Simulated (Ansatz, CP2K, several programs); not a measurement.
## What each method gives for Bi₄Te₃ (R-3m)

A 7-atom cell of Bi₄Te₃ started from a crystallographic database, relaxed with r2SCAN+rVV10 in Ansatz, was computed with several methods. Space group R-3m (No. 166), trigonal; a = 4.450 Å, c = 42.647 Å in the conventional setting, 34.83 Å³ an atom. Bi is surrounded by 6 Te at 3.08–3.26 Å; Bi is surrounded by 3 Bi at 3.05 Å; Te is surrounded by 6 Bi at 3.26 Å; Te is surrounded by 3 Bi at 3.08 Å. Calculated for a static, non-magnetic cell.

```yaml
crystal:
  lattice:
    - [2.22513, 1.28468, 14.21551]
    - [-2.22513, 1.28468, 14.21551]
    - [0.00000, -2.56936, 14.21551]
  atoms:
    - { symbol: Bi, position: [0.71366, 0.71366, 0.71366] }
    - { symbol: Bi, position: [0.28634, 0.28634, 0.28634] }
    - { symbol: Bi, position: [0.14742, 0.14742, 0.14742] }
    - { symbol: Bi, position: [0.85258, 0.85258, 0.85258] }
    - { symbol: Te, position: [0.00000, 0.00000, 0.00000] }
    - { symbol: Te, position: [0.42002, 0.42002, 0.42002] }
    - { symbol: Te, position: [0.57998, 0.57998, 0.57998] }
```

Gaps and times are for a single point on this cell; volume and bulk modulus come from each method's own relaxation or energy curve at fixed shape, which is too stiff where a cell has free coordinates or axes. Times are rough, from shared hosts (Arm Neoverse V1), and each method has its own mesh and cell size. A double dagger marks a value from a curve with shape and coordinates held. A star marks a curve whose lowest point is an end point. Gaps from k meshes are read at a limited set of points (mesh, symmetry points, PBE's band edges), so each method's own least gap may be somewhat smaller. Minimal bases can be far off for gaps. Curves at held shape can't give the bulk modulus of a layered or molecular crystal, so none is listed. d marks a direct gap, i an indirect one (no mark: not told apart), a dash a value that wasn't computed or didn't pass its checks.

```tsv
method	kind	gap (eV)	own volume (Å³/atom)	bulk modulus (GPa)	atoms computed	processor time
light PBE (260 eV and a coarse mesh)	light plane-wave	overlap 0.01	–	–	7	8.3 s
PBE	semilocal	0	–	–	7	32 s
r2SCAN	semilocal	0.02 i	–	–	7	72 s
PBE/SZV (CP2K)	small basis	0.06 i	38.65*‡	–	7	3.2 min
PBE/DZVP (CP2K)	small basis	0.01	36.32‡	–	7	4.8 min
```

With PBE the bands overlap or touch, or nearly. Semilocal functionals can close a real gap, so this doesn't show a metal; small gaps of other methods may in turn close between the points read or with spin-orbit coupling, and the solid may be a semimetal.

Spin-orbit coupling is left out; in compounds of Pb, Bi, Tl or Hg it can lower a gap by up to about 1 eV, split its edges or invert the bands.
